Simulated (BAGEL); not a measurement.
# C3H5Si− (SMILES [C-]#CC[SiH3]): HF/6-31G(d) (density fitting with qzvpp-jkfit, spherical functions)

What is the vertical singlet–triplet gap of C3H5Si− at HF/6-31G* (density fitting with qzvpp-jkfit, spherical functions)? 

Program for the calculation: BAGEL 1.2.2.

3 further runs of the same task are left out: 3 set aside as unsound or not needed. Runs told in other sessions of the task aren't counted.

**1. The structure to begin with**

C3H5Si− has 9 atoms, charge -1, and is taken as a singlet. SMILES: `[C-]#CC[SiH3]`. Geometry: relaxed at GFN2-xTB.

Bond lengths: C1–C2 1.225 Å, C2–C3 1.499 Å, C3–Si4 1.883 Å, C3–H5 1.106 Å, C3–H6 1.106 Å, Si4–H7 1.494 Å, Si4–H8 1.474 Å, Si4–H9 1.474 Å. Some angles: C1–C2–C3 174.7°, C2–C3–Si4 110.2°, C2–C3–H5 110.5°, C2–C3–H6 110.5°, Si4–C3–H5 109.8°, Si4–C3–H6 109.8°, C3–Si4–H7 116.8°, C3–Si4–H8 111.4°, C3–Si4–H9 111.4°, H5–C3–H6 105.9°.

**2. The energy at HF/6-31G(d) (density fitting with qzvpp-jkfit, spherical functions)**

The input, calc.json:

```json
{ "bagel": [

{
  "title": "molecule",
  "basis": "6-31gs.json",
  "df_basis": "qzvpp-jkfit",
  "angstrom": "true",
  "geometry": [
    { "atom": "C", "xyz": [       2.810670,      -0.380620,      -0.310230 ] },
    { "atom": "C", "xyz": [       1.661760,       0.044710,      -0.313620 ] },
    { "atom": "C", "xyz": [       0.304720,       0.676410,      -0.384130 ] },
    { "atom": "Si", "xyz": [      -0.980500,      -0.456710,       0.396080 ] },
    { "atom": "H", "xyz": [       0.030380,       0.887930,      -1.434660 ] },
    { "atom": "H", "xyz": [       0.304490,       1.654530,       0.132760 ] },
    { "atom": "H", "xyz": [      -2.392680,       0.031900,       0.403870 ] },
    { "atom": "H", "xyz": [      -1.055770,      -1.749510,      -0.307620 ] },
    { "atom": "H", "xyz": [      -0.683080,      -0.708630,       1.817550 ] }
  ]
},

{ "title": "hf", "charge": -1 },

{ "title": "print", "file": "orbitals.molden", "orbitals": "true" }

]}
```

The basis set 6-31G* is read from a file made from the Basis Set Exchange's data (not shown).

Command:

```sh
$ BAGEL_NUM_THREADS=1 BAGEL calc.json > calc.out
```

The program printed:

```text
* using 1 threads per process

  ===============================================================
  ===============================================================

  *** Geometry ***

  { "atom" : "C", "xyz" : [      5.311397,     -0.719268,     -0.586250 ] },
  { "atom" : "C", "xyz" : [      3.140271,      0.084490,     -0.592656 ] },
  { "atom" : "C", "xyz" : [      0.575837,      1.278230,     -0.725900 ] },
  { "atom" : "Si", "xyz" : [     -1.852876,     -0.863057,      0.748483 ] },
  { "atom" : "H", "xyz" : [      0.057410,      1.677945,     -2.711114 ] },
  { "atom" : "H", "xyz" : [      0.575403,      3.126609,      0.250880 ] },
  { "atom" : "H", "xyz" : [     -4.521510,      0.060282,      0.763204 ] },
  { "atom" : "H", "xyz" : [     -1.995116,     -3.306095,     -0.581318 ] },
  { "atom" : "H", "xyz" : [     -1.290834,     -1.339117,      3.434672 ] },

  Number of auxiliary basis functions:      443

  Since a DF basis is specified, we compute 2- and 3-index integrals:
    o Being stored without compression. Storage requirement is 0.017 GB

  Number of basis functions:       70
  Number of electrons      :       37

    * METHOD: MOLECULE                             0.19

  *** RHF ***

  === Nuclear Repulsion ===
   128.1866195449

      * DIIS with orbital gradients will be used.

  === RHF iteration (6-31gs.json) ===
      0       -405.12557661          0.01742746           0.04
      1       -405.27237952          0.00740803           0.04
      2       -405.29518995          0.00187406           0.04
      3       -405.29726441          0.00103560           0.04
      4       -405.29764907          0.00015715           0.04
      5       -405.29767446          0.00005940           0.04
      6       -405.29767632          0.00002214           0.04
      7       -405.29767666          0.00000491           0.04
      8       -405.29767669          0.00000202           0.04
      9       -405.29767669          0.00000099           0.04
     10       -405.29767669          0.00000044           0.04
     11       -405.29767669          0.00000019           0.04
     12       -405.29767669          0.00000007           0.04
     13       -405.29767669          0.00000002           0.04
     14       -405.29767669          0.00000001           0.04
    * SCF iteration converged.

    * Permanent dipole moment:
           (    3.631430,    -0.713789,    -0.291594) a.u.

    * METHOD: HF                                   0.73

    * METHOD: PRINT                                0.01

  ===============================================================
```

It took 1.1 s on 1 thread of Arm Neoverse V1, shared host.

**3. The triplet**

The input, calc.json:

```json
{ "bagel": [

{
  "title": "molecule",
  "basis": "6-31gs.json",
  "df_basis": "qzvpp-jkfit",
  "angstrom": true,
  "geometry": [
    { "atom": "C", "xyz": [    2.810670,   -0.380620,   -0.310230 ] },
    { "atom": "C", "xyz": [    1.661760,    0.044710,   -0.313620 ] },
    { "atom": "C", "xyz": [    0.304720,    0.676410,   -0.384130 ] },
    { "atom": "Si", "xyz": [   -0.980500,   -0.456710,    0.396080 ] },
    { "atom": "H", "xyz": [    0.030380,    0.887930,   -1.434660 ] },
    { "atom": "H", "xyz": [    0.304490,    1.654530,    0.132760 ] },
    { "atom": "H", "xyz": [   -2.392680,    0.031900,    0.403870 ] },
    { "atom": "H", "xyz": [   -1.055770,   -1.749510,   -0.307620 ] },
    { "atom": "H", "xyz": [   -0.683080,   -0.708630,    1.817550 ] }
  ]
},
{
  "title": "uhf",
  "charge": -1,
  "nopen": 2
},
{
  "title": "print",
  "file": "orbitals.molden",
  "orbitals": true
}

]}
```

The basis set 6-31G* is read from a file made from the Basis Set Exchange's data (not shown).

Command:

```sh
$ BAGEL_NUM_THREADS=1 BAGEL calc.json > calc.out
```

The program printed:

```text
* using 1 threads per process

  ===============================================================
  ===============================================================

  *** Geometry ***

  { "atom" : "C", "xyz" : [      5.311397,     -0.719268,     -0.586250 ] },
  { "atom" : "C", "xyz" : [      3.140271,      0.084490,     -0.592656 ] },
  { "atom" : "C", "xyz" : [      0.575837,      1.278230,     -0.725900 ] },
  { "atom" : "Si", "xyz" : [     -1.852876,     -0.863057,      0.748483 ] },
  { "atom" : "H", "xyz" : [      0.057410,      1.677945,     -2.711114 ] },
  { "atom" : "H", "xyz" : [      0.575403,      3.126609,      0.250880 ] },
  { "atom" : "H", "xyz" : [     -4.521510,      0.060282,      0.763204 ] },
  { "atom" : "H", "xyz" : [     -1.995116,     -3.306095,     -0.581318 ] },
  { "atom" : "H", "xyz" : [     -1.290834,     -1.339117,      3.434672 ] },

  Number of auxiliary basis functions:      443

  Since a DF basis is specified, we compute 2- and 3-index integrals:
    o Being stored without compression. Storage requirement is 0.017 GB

  Number of basis functions:       70
  Number of electrons      :       37

    * METHOD: MOLECULE                             0.19

  *** Open-shell HF ***

  === Nuclear Repulsion ===
   128.1866195449

      * DIIS with orbital gradients will be used.

  === UHF iteration (6-31gs.json) ===
      0       -404.91609359          0.03318209           0.08
      1       -405.06215702          0.02136013           0.08
      2       -405.10500857          0.01087671           0.08
      3       -405.12264519          0.00286275           0.08
      4       -405.12644072          0.00153083           0.08
      5       -405.12839118          0.00111995           0.08
      6       -405.13067359          0.00091307           0.08
      7       -405.13250001          0.00074244           0.08
      8       -405.13482516          0.00044972           0.08
      9       -405.13460003          0.00067699           0.08
     10       -405.13617810          0.00044290           0.08
     11       -405.13622076          0.00014727           0.08
     12       -405.13639707          0.00008193           0.08
     13       -405.13642274          0.00004829           0.08
     14       -405.13643531          0.00002851           0.08
     15       -405.13643862          0.00001564           0.08
     16       -405.13644050          0.00000933           0.08
     17       -405.13644117          0.00000702           0.08
     18       -405.13644156          0.00000552           0.08
     19       -405.13644177          0.00000509           0.08
     20       -405.13644207          0.00000425           0.08
     21       -405.13644227          0.00000316           0.08
     22       -405.13644225          0.00000241           0.08
     23       -405.13644223          0.00000189           0.08
     24       -405.13644227          0.00000162           0.08
     25       -405.13644232          0.00000136           0.08
     26       -405.13644237          0.00000104           0.08
     27       -405.13644237          0.00000087           0.08
     28       -405.13644237          0.00000080           0.08
     29       -405.13644237          0.00000071           0.08
     30       -405.13644237          0.00000063           0.08
     31       -405.13644237          0.00000055           0.08
     32       -405.13644237          0.00000049           0.08
     33       -405.13644238          0.00000038           0.08
     34       -405.13644238          0.00000030           0.08
     35       -405.13644238          0.00000023           0.08
     36       -405.13644238          0.00000013           0.08
     37       -405.13644238          0.00000011           0.08
     38       -405.13644238          0.00000011           0.08
     39       -405.13644238          0.00000010           0.08
     40       -405.13644238          0.00000010           0.08
     41       -405.13644238          0.00000009           0.08
     42       -405.13644238          0.00000009           0.08
     43       -405.13644238          0.00000006           0.08
     44       -405.13644238          0.00000004           0.08
     45       -405.13644238          0.00000003           0.08
     46       -405.13644238          0.00000003           0.08
     47       -405.13644238          0.00000003           0.08
     48       -405.13644238          0.00000003           0.08
     49       -405.13644238          0.00000002           0.08
     50       -405.13644238          0.00000002           0.08
     51       -405.13644238          0.00000001           0.08
     52       -405.13644238          0.00000001           0.08
     53       -405.13644238          0.00000001           0.08
     54       -405.13644238          0.00000001           0.08
    * SCF iteration converged.

    * S^2 (UHF) is 2.0272

    * Permanent dipole moment:
           (   -0.729429,    -1.097272,     0.663710) a.u.

    * METHOD: UHF                                  4.46

    * METHOD: PRINT                                0.01

  ===============================================================
```

It took 4.8 s on 1 thread of Arm Neoverse V1, shared host.

**4. What came out**

Level: HF/6-31G* (density fitting with qzvpp-jkfit, spherical functions).

```
                                                      quantity          value
                                         singlet: total energy  -405.29768 Eh
                                          singlet: HOMO energy       -2.60 eV
                                          singlet: LUMO energy        7.91 eV
singlet: HOMO–LUMO gap (to an unbound level, set by the basis)       10.51 eV
                                         triplet: total energy  -405.13644 Eh
                                                 triplet: ⟨S²⟩          2.027
              vertical energy of the triplet above the singlet       4.387 eV
```

In words: At this shape the triplet lies 4.39 eV (423 kJ/mol) above the singlet. For an anion a state so high probably lies above electron detachment.
